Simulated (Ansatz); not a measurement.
# Y: the cost of one run

Method: DFT LDA, scalar-relativistic, in Ansatz 0.2.0.

### Step 1. The system as given

It takes space group P6_3/mmc (No. 194, hexagonal). Conventional cell: a = 3.651 Å, b = 3.651 Å, c = 5.747 Å, α = 90.00°, β = 90.00°, γ = 120.00°. Y (site symmetry -6m2) is surrounded by 12 Y at 3.56 to 3.65 Å.

Coordinates:

```cif
data_structure
_symmetry_space_group_name_H-M 'P6_3/mmc'
_symmetry_Int_Tables_number 194
_cell_length_a 3.6515
_cell_length_b 3.6515
_cell_length_c 5.7474
_cell_angle_alpha 90.000
_cell_angle_beta 90.000
_cell_angle_gamma 120.000
_cell_volume 66.37
loop_
_atom_site_label
_atom_site_type_symbol
_atom_site_symmetry_multiplicity
_atom_site_Wyckoff_symbol
_atom_site_fract_x
_atom_site_fract_y
_atom_site_fract_z
_atom_site_occupancy
Y1 Y 2 c 0.33333 0.66667 0.25000 1
```

The file gives the conventional cell by its symmetry; the runs use the cell typed in the input.

Atoms are numbered in the order of the input: Y1, Y2.

### Step 2. The deformed structure

Space group P6_3/mmc before, P6_3/mmc after.

### Step 3. All-electron LAPW

Input file input.yaml:

```yaml
crystal:
  lattice:
    - [3.5784692524, 0.0, 0.0]
    - [-1.7892346261, 3.0990452792, 0.0]
    - [0.0, 0.0, 5.7474]
  atoms:
    - { symbol: "Y", position: [0.3333333333, 0.6666666667, 0.25] }
    - { symbol: "Y", position: [0.6666666667, 0.3333333333, 0.75] }
kpoints:
  mp_grid: { grid: [12, 12, 7] }
  band_path:
    path:
      - [0.0, 0.0, 0.0]
      - [0.5, 0.0, 0.0]
      - [0.3333333333, 0.3333333333, 0.0]
      - [0.0, 0.0, 0.0]
      - [0.0, 0.0, 0.5]
      - [0.5, 0.0, 0.5]
      - [0.3333333333, 0.3333333333, 0.5]
      - [0.0, 0.0, 0.5]
      - [0.5, 0.0, 0.5]
    npoints: 5
scf:
  occupations: { method: fermi_dirac, width: 0.08 }
hamiltonian:
  xc: lda
  pseudopotentials: { kind: all_electron, lapw: { basis_error: 0.00025 } }
output:
  forces: true
  stress: true
  eigenvalues: true
```

Run with:

```console
ansatz run input.yaml --threads 1 --pin off --max-ram 3072MiB --backend cpu --events-out ev --progress --plain --runs-dir out
```

Q: Estimate wall time and peak memory on 1 thread of Intel Xeon 6975P-C (Granite Rapids), shared host.

About 9.4 s, with a peak of 0.4 GiB.
